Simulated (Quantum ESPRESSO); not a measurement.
HgF3:

```xyz
4
Lattice="0.0000 2.8632 2.8632 2.8632 0.0000 2.8632 2.8632 2.8632 0.0000" Properties=species:S:1:pos:R:3 pbc="T T T"
Hg    0.0000    0.0000    0.0000
F     2.8632    2.8632    2.8632
F     4.2948    4.2948    4.2948
F     1.4316    1.4316    1.4316
```

The cell comes from a database or a generator and needn't be the stable form of this composition.

```yaml
Program: Quantum ESPRESSO 7.5
Task: single point
Functional: PBE
Potentials_or_basis: SSSP 1.3 efficiency PBE
Cutoff: 816 eV
Density_cutoff: 5987 eV
k_mesh: 8 × 8 × 8
Occupations: fermi-dirac, width 0.05 eV
Spin: no spin polarisation
```

On this cell: pressure 1.1 GPa; largest force zero by symmetry; band gap on the k mesh none (metal or under the smearing width).

The same run follows on a disturbed copy (atoms moved at random, drawn with an rms of 0.05 Å):

```xyz
4
Lattice="0.0000 2.8632 2.8632 2.8632 0.0000 2.8632 2.8632 2.8632 0.0000" Properties=species:S:1:pos:R:3 pbc="T T T"
Hg   -0.0235    0.0119    0.0367
F     2.8773    2.8911    2.8457
F     4.2186    4.2960    4.2904
F     1.3928    1.4356    1.4672
```

Task: What changes?

Result: The energy (extrapolated to zero smearing) moves by +3.1 meV/atom; pressure 1.3 GPa; largest force 0.194 eV/Å; band gap on the k mesh none (metal or under the smearing width).

Forces on the atoms (eV/Å):
```
Hg  -0.102 -0.018 -0.026
F   -0.172 -0.067  0.059
F    0.177  0.032  0.037
F    0.097  0.053 -0.070
```

Stress tensor (GPa, compression positive):
```
1.18 0.32 0.00
0.32 1.35 0.29
0.00 0.29 1.36
```

Caveats: an odd number of electrons without spin polarisation forces a metal; a magnetic or distorted state may lie lower.
